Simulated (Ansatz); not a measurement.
# ZnRe (P-6m2) in Ansatz: convergence with smearing width

Aim: find how far smearing width must go before the results for ZnRe settle, at r2SCAN. This setting moves, with any that are tied to it; all else stays.

Program: Ansatz 0.2.0. These are calculated values, not measurements. Logs are shortened: lines on timing, memory, paths and dates and some standing lists are left out, and cuts for length are marked.

### Step 1. Starting point

It takes space group P-6m2 (No. 187, hexagonal). The conventional cell has a = 2.748 Å, b = 2.748 Å, c = 4.494 Å, α = 90.00°, β = 90.00°, γ = 120.00°. Re (site symmetry -6m2) has 6 Re at 2.75 Å and 6 Zn at 2.75 Å as nearest neighbours. Zn (site symmetry -6m2) is surrounded by 6 Zn at 2.75 Å and 6 Re at 2.75 Å.

The cell comes from a database or a generator and needn't be the stable form of this composition.

### Step 2. With smearing width 0.3 eV

input.yaml

```yaml
crystal:
  lattice:
    - [2.7482183437, 0.0, 0.0]
    - [-1.3741091718, 2.3800269008, 0.0]
    - [0.0, 0.0, 4.494066]
  atoms:
    - { symbol: Re, position: [0.3333333333, 0.6666666667, 0.5] }
    - { symbol: Zn, position: [0.0, 0.0, 0.0] }
hamiltonian:
  xc: r2scan
  pseudopotentials: { kind: paw, source: jth }
kpoints:
  mp_grid: { grid: [9, 9, 5] }
scf:
  occupations: { method: cold, width: 0.3 }
output:
  forces: true
  stress: true
  eigenvalues: true
```

Potentials or basis: JTH PAW.

The run is started by

```bash
$ ansatz run input.yaml --threads 2 --pin off --max-ram 5632MiB --backend cpu --events-out ev --progress --plain --runs-dir out
```

Output:

```text
Warning: the checks of this Re dataset prove no rule for summing its radial tables, as where they were carried onto another mesh than they were made on, and Gregory's rule is taken, under which a leading mesh point left out moves its sums only by what lay on the interval it spanned. That does not make them correct, and they differ from Quantum ESPRESSO's on this file; a re-export a fraction of a mesh step off can move them. hamiltonian.pseudopotentials.radial_quadrature: simpson_from_first_knot sums it by `pw.x`'s rule; on a PAW file no value gives `pw.x`'s numbers. What more to know: hamiltonian.pseudopotentials.radial_quadrature, in the input reference
Warning: the checks of this Zn dataset prove no rule for summing its radial tables, as where they were carried onto another mesh than they were made on, and Gregory's rule is taken, under which a leading mesh point left out moves its sums only by what lay on the interval it spanned. That does not make them correct, and they differ from Quantum ESPRESSO's on this file; a re-export a fraction of a mesh step off can move them. hamiltonian.pseudopotentials.radial_quadrature: simpson_from_first_knot sums it by `pw.x`'s rule; on a PAW file no value gives `pw.x`'s numbers. What more to know: hamiltonian.pseudopotentials.radial_quadrature, in the input reference
Warning: RAYON_NUM_THREADS=2 ignored (pool sized by the plan → 2); use --threads N
Engine: ansatz 0.2.0, aarch64-unknown-linux-gnu
Pseudopotentials: kind: paw
Pseudopotential: Re, paw, valence charge 15, recommended cutoff 1290 eV (normal), Re.paw.azcp
Pseudopotential: Zn, paw, valence charge 12, recommended cutoff 1080 eV (normal), Zn.paw.azcp
Functional definition: r2SCAN
  parameter k0 = 0.174
  parameter k1 = 0.065
  parameter a1 = 4.9479
  exchange = r2scan_x(k0 = k0, k1 = k1, a1 = a1)
  correlation = r2scan_c
Crystal: 2 atoms, lattice volume = 29.395 Å³
Basis set: ecut = 1290 eV, 3039 PW (Γ), exchange–correlation on 160×160×288 points (64 copies of the dense FFT grid, shifted against one another)
Bands: 18, of which v1, the nominal top of the filled ones, is band 14 counted from 1 (13 counted from 0)
Symmetry: 12 space group operations
Space group: P-6m2 (ITA 187), of the structure as read, at distance tolerance 3.1e-5 Å
k-points: 36 of 405 (time reversal used)
Non-local potential: Re, projectors of the file, l = 0: 2, l = 1: 2, l = 2: 2
Non-local potential: Zn, projectors of the file, l = 0: 2, l = 1: 2, l = 2: 2
PAW form: soft (Blöchl's): semilocal exchange-correlation on the pseudo side does not see the compensation charge
PAW frozen core: Re, regenerated for the run's functional (the file was generated under x = pbe(κ = 0.804, μ = 0.2195149727645171), c = pbe(β = 0.06672455060314922))
PAW frozen core: Zn, regenerated for the run's functional (the file was generated under x = pbe(κ = 0.804, μ = 0.2195149727645171), c = pbe(β = 0.06672455060314922))
PAW one-centre angular grid: Re, 590 points (default); XC on 160 Gauss nodes
PAW one-centre angular grid: Zn, 590 points (default); XC on 160 Gauss nodes
Initial density: superposition of atomic densities (chi_scale 0.1, normalization cell, long waves kept (reshape's long-wave potential 0.00 eV rms))
Initial wavefunctions: pseudopotential atomic-orbital guess
Functional: x = r2scan, c = r2scan; τ floored in thin density (d = 2e-4 eV/Å³)
SCF iter   1: F=—  HF=-14162.144745 eV  |F-HF|=—  |Δ(HF+E_count)|=         —  Δρ=6.06e-2  dr2=9.79e-1  dr2_τ=3.19e-2  ethr=3.10e-3  ⟨swp⟩=8.2  Hψ=4483  notcnv=0
preconditioner: auto → none  [metal: Δε(μ)=0.112 eV  Ē_g=10.302 eV  σ=0.300 eV  W_gap=0.22  n_scr=8 (ndim 8)  ℏωp=29.9 eV  f_vac=0.000  D(μ)=1.46/eV (n_scr^D=22)  sad-step TF]
SCF iter   2: F=—  HF=-14162.049019 eV  |F-HF|=—  |Δ(HF+E_count)|=   9.57e-2  S|Δr|=    0.00e0  Δρ=3.55e-2  dr2=3.48e-1  dr2_τ=6.52e-3  ethr=3.10e-3  ⟨swp⟩=2.2  Hψ=1076  notcnv=0
SCF iter   3: F=—  HF=-14162.030279 eV  |F-HF|=—  |Δ(HF+E_count)|=   1.87e-2  S|Δr|=    0.00e0  Δρ=1.65e-2  dr2=6.06e-2  dr2_τ=2.80e-3  ethr=1.29e-3  ⟨swp⟩=3.0  Hψ=1335  notcnv=0
SCF iter   4: F=—  HF=-14162.001142 eV  |F-HF|=—  |Δ(HF+E_count)|=   2.91e-2  S|Δr|=    0.00e0  Δρ=4.12e-3  dr2=2.50e-3  dr2_τ=1.88e-4  ethr=2.24e-4  ⟨swp⟩=2.0  Hψ=1368  notcnv=0
SCF iter   5: F=—  HF=-14162.003396 eV  |F-HF|=—  |Δ(HF+E_count)|=   2.25e-3  S|Δr|=    0.00e0  Δρ=3.36e-3  dr2=7.70e-3  dr2_τ=1.84e-4  ethr=9.25e-6  ⟨swp⟩=2.4  Hψ=1166  notcnv=0
SCF iter   6: F=—  HF=-14162.002151 eV  |F-HF|=—  |Δ(HF+E_count)|=   1.24e-3  S|Δr|=    0.00e0  Δρ=5.75e-4  dr2=3.17e-5  dr2_τ=4.47e-6  ethr=9.25e-6  ⟨swp⟩=2.1  Hψ=982  notcnv=0
SCF iter   7: F=—  HF=-14162.002240 eV  |F-HF|=—  |Δ(HF+E_count)|=   8.82e-5  S|Δr|=    0.00e0  Δρ=2.13e-4  dr2=7.25e-6  dr2_τ=6.03e-7  ethr=1.17e-7  ⟨swp⟩=3.4  Hψ=1554  notcnv=0
SCF iter   8: F=—  HF=-14162.002242 eV  |F-HF|=—  |Δ(HF+E_count)|=   2.87e-6  S|Δr|=    0.00e0  Δρ=3.18e-5  dr2=1.06e-7  dr2_τ=2.37e-8  ethr=2.69e-8  ⟨swp⟩=2.1  Hψ=1116  notcnv=0
SCF iter   9: F=-14162.002243 eV  HF=-14162.002243 eV  |F-HF|=2.85e-9  |Δ(HF+E_count)|=   2.19e-7  S|Δr|=    0.00e0  Δρ=6.73e-6  dr2=1.48e-8  dr2_τ=3.95e-10  ethr=3.70e-10  ⟨swp⟩=12.5  Hψ=4706  notcnv=0
SCF 1 converged in 9 iterations: F = -14162.002243 eV  dr2 = 1.48e-8
SCF converged after 9 iterations
Stability not checked: this state was not tested for a lower state beside it, because cold or Methfessel-Paxton smearing, or corrected tetrahedra, fill the levels in a way that the test cannot read (fill_not_monotonic; see scf.lower_state_search)
Free energy (F): -14162.002243 eV
Harris-Foulkes:  -14162.002243 eV  (|F-HF|=2.85e-9)
Internal energy: -14161.985976 eV  (E = F + TS)
E sigma→0 (E₀):  -14161.996820 eV
Entropy (-TS):   -0.016267 eV (-8.133 meV/atom)
Fermi energy:    18.280483 eV
--- Per-component energies (eV) ---
  E_band       = -40.011119
  E_kinetic    = 675.899809
  E_local      = -2148.668474  (includes V_loc(G=0)·N_el)
  E_nonlocal   = 489.513752
  E_hartree    = 679.534385
  E_xc         = -356.516094
  E_vxc        = -372.335186  (∫ρ·V_xc dr)
  E_paw        = -10392.281680  (= ΣΔE_a)
  E_vpaw       = -61.652795  (= ΣTr[D̂ρ^β])
  E_aug_tail   = 0.000115  (compensation charges beyond the density's cutoff)
  E_vtau       = 18.159219  (kinetic-family band-sum trace: ∫τ·v_τ [+ j·A + Jᵃ·Aᵃ] dr)
  E_ewald      = -3108.809718
  E_core_change = -0.658070  (= ΣΔE_core)
  E_smearing   = -0.016267  (= −TS)
  E_closure    = -0.000000  (closes the sum)
  Σ components = -14162.002243   (vs F -14162.002243, Δ=0.00e0)
--- Forces (eV/Å), atoms counted from 1 ---
  atom   1  Re    -0.00000000    -0.00000000     0.00000000
  atom   2  Zn     0.00000000    -0.00000000     0.00000000
  max |Σ_I F_I| component: 1.11e-16 eV/Å
--- Stress (GPa, compression-positive) ---
       -6.210122      -0.000000       0.000000
       -0.000000      -6.210122       0.000000
        0.000000       0.000000      -7.273240
  P = ⅓ Tr σ = -6.5645 GPa (-65.645 kbar)
--- Band table (eV; the first three rows and the last of 36) ---
  k-point 0: bands = ["-64.0425", "-25.3105", "-24.6475", "-24.6475", "7.4411", "9.9817", "10.6440", "10.6440", "11.0484", "11.0484", "12.8846", "16.4355", "16.8613", "16.8613", "20.1005", "20.1005", "23.2613", "32.9149"]
  k-point 1: bands = ["-64.0424", "-25.3121", "-24.6475", "-24.6475", "7.8355", "9.9978", "10.6380", "10.6380", "11.0461", "11.0461", "12.4170", "15.6520", "16.8908", "16.8908", "20.0772", "20.0772", "24.8210", "32.9043"]
  k-point 2: bands = ["-64.0424", "-25.3148", "-24.6474", "-24.6474", "8.8990", "9.9117", "10.6290", "10.6290", "11.0414", "11.0414", "11.1882", "14.9220", "16.9405", "16.9405", "20.0377", "20.0377", "27.4436", "32.8220"]
  k-point 35: bands = ["-63.9456", "-25.3389", "-25.3349", "-25.1482", "10.4144", "10.5451", "10.6304", "10.6411", "10.6635", "14.8553", "14.9597", "15.4481", "16.1201", "17.6729", "20.1807", "23.0610", "23.8509", "25.4789"]
```

Run time: 9.1 s. Hardware: 2 threads of Arm Neoverse V2, shared host; peak memory 0.87 GiB.

What came out:

* Free energy: -14162.0022 eV
* Pressure: -6.6 GPa
* Band gap on the k mesh: none (metal or under the smearing width)

### Step 3. With smearing width 0.2 eV

Edit input.yaml of step 2 so:

```diff
@@ -14,3 +14,3 @@
 scf:
-  occupations: { method: cold, width: 0.3 }
+  occupations: { method: cold, width: 0.2 }
 output:
```

Potentials or basis: JTH PAW.

The run is started by

```bash
$ ansatz run input.yaml --threads 2 --pin off --max-ram 5632MiB --backend cpu --events-out ev --progress --plain --runs-dir out
```

It took 9 s on 2 threads of Arm Neoverse V2, shared host; peak memory 0.87 GiB.

What came out:

```yaml
Free_energy: -14161.9974 eV
Pressure: -6.6 GPa
Band_gap_on_the_k_mesh: none (metal or under the smearing width)
```

### Step 4. With smearing width 0.15 eV

Edit input.yaml of step 3 so:

```diff
@@ -14,3 +14,3 @@
 scf:
-  occupations: { method: cold, width: 0.2 }
+  occupations: { method: cold, width: 0.15 }
 output:
```

The run is started by

```bash
$ ansatz run input.yaml --threads 2 --pin off --max-ram 5632MiB --backend cpu --events-out ev --progress --plain --runs-dir out
```

Wall time 8.8 s (2 threads of Arm Neoverse V2, shared host); peak memory 0.87 GiB.

Results:

```yaml
Free_energy: -14161.9953 eV
Pressure: -6.5 GPa
Band_gap_on_the_k_mesh: none (metal or under the smearing width)
```

### Step 5. With smearing width 0.1 eV

Edit input.yaml of step 4 so:

```diff
@@ -14,3 +14,3 @@
 scf:
-  occupations: { method: cold, width: 0.15 }
+  occupations: { method: cold, width: 0.1 }
 output:
```

The run is started by

```bash
$ ansatz run input.yaml --threads 2 --pin off --max-ram 5632MiB --backend cpu --events-out ev --progress --plain --runs-dir out
```

It took 8.8 s on 2 threads of Arm Neoverse V2, shared host; peak memory 0.87 GiB.

What came out:

```
Free energy            : -14161.9932 eV
Pressure               : -6.5 GPa
Band gap on the k mesh : none (metal or under the smearing width)
```

### Step 6. With smearing width 0.05 eV

Edit input.yaml of step 5 so:

```diff
@@ -14,3 +14,3 @@
 scf:
-  occupations: { method: cold, width: 0.1 }
+  occupations: { method: cold, width: 0.05 }
 output:
```

Potentials or basis: JTH PAW.

The run is started by

```bash
$ ansatz run input.yaml --threads 2 --pin off --max-ram 5632MiB --backend cpu --events-out ev --progress --plain --runs-dir out
```

Wall time 9.7 s (2 threads of Arm Neoverse V2, shared host); peak memory 0.87 GiB.

Results (log left out):

| Quantity | Value |
| --- | --- |
| Free energy | -14161.9926 eV |
| Pressure | -6.4 GPa |
| Band gap on the k mesh | none (metal or under the smearing width) |

### Step 7. With smearing width 0.025 eV

Edit input.yaml of step 6 so:

```diff
@@ -14,3 +14,3 @@
 scf:
-  occupations: { method: cold, width: 0.05 }
+  occupations: { method: cold, width: 0.025 }
 output:
```

The run is started by

```bash
$ ansatz run input.yaml --threads 2 --pin off --max-ram 5632MiB --backend cpu --events-out ev --progress --plain --runs-dir out
```

It took 9.3 s on 2 threads of Arm Neoverse V2, shared host; peak memory 0.87 GiB.

Results (log left out):

* Free energy: -14161.9924 eV
* Pressure: -6.5 GPa
* Band gap on the k mesh: none (metal or under the smearing width)

### Step 8. With smearing width 0.01 eV

Edit input.yaml of step 7 so:

```diff
@@ -14,3 +14,3 @@
 scf:
-  occupations: { method: cold, width: 0.025 }
+  occupations: { method: cold, width: 0.01 }
 output:
```

The run is started by

```bash
$ ansatz run input.yaml --threads 2 --pin off --max-ram 5632MiB --backend cpu --events-out ev --progress --plain --runs-dir out
```

It took 9.3 s on 2 threads of Arm Neoverse V2, shared host; peak memory 0.87 GiB.

It converged, with:

| Item | Value |
| --- | --- |
| Free energy | -14161.9924 eV |
| Pressure | -6.5 GPa |
| Band gap on the k mesh | none (metal or under the smearing width) |

### Step 9. With smearing width 0.005 eV

Edit input.yaml of step 8 so:

```diff
@@ -14,3 +14,3 @@
 scf:
-  occupations: { method: cold, width: 0.01 }
+  occupations: { method: cold, width: 0.005 }
 output:
```

Potentials or basis: JTH PAW.

The run is started by

```bash
$ ansatz run input.yaml --threads 2 --pin off --max-ram 5632MiB --backend cpu --events-out ev --progress --plain --runs-dir out
```

It took 9.4 s on 2 threads of Arm Neoverse V2, shared host; peak memory 0.87 GiB.

It converged, with:

```
Free energy            : -14161.9924 eV
Pressure               : -6.5 GPa
Band gap on the k mesh : none (metal or under the smearing width)
```

### Step 10. Summary

```csv
smearing width,"energy less the tightest run, at zero smearing (meV/atom)",pressure (GPa),SCF cycles,CPU time (s),peak memory (GiB)
0.3 eV,-2.24,-6.56,9,18,0.87
0.2 eV,-1.12,-6.55,9,18,0.87
0.15 eV,-0.33,-6.53,8,17,0.87
0.1 eV,0.09,-6.50,8,17,0.87
0.05 eV,-0.18,-6.45,10,19,0.87
0.025 eV,-0.01,-6.47,9,18,0.87
0.01 eV,-0.01,-6.47,9,18,0.87
0.005 eV,0.00,-6.47,9,19,0.87
```

Against the tightest run, the energy stays within 1 meV/atom from 0.15 eV on; the pressure stays within 0.1 GPa from 0.3 eV on. Narrower smearing needs a denser k mesh, so at a fixed mesh the narrowest width isn't the most accurate. The tightest run that finished is the yardstick and may itself not be fully converged.
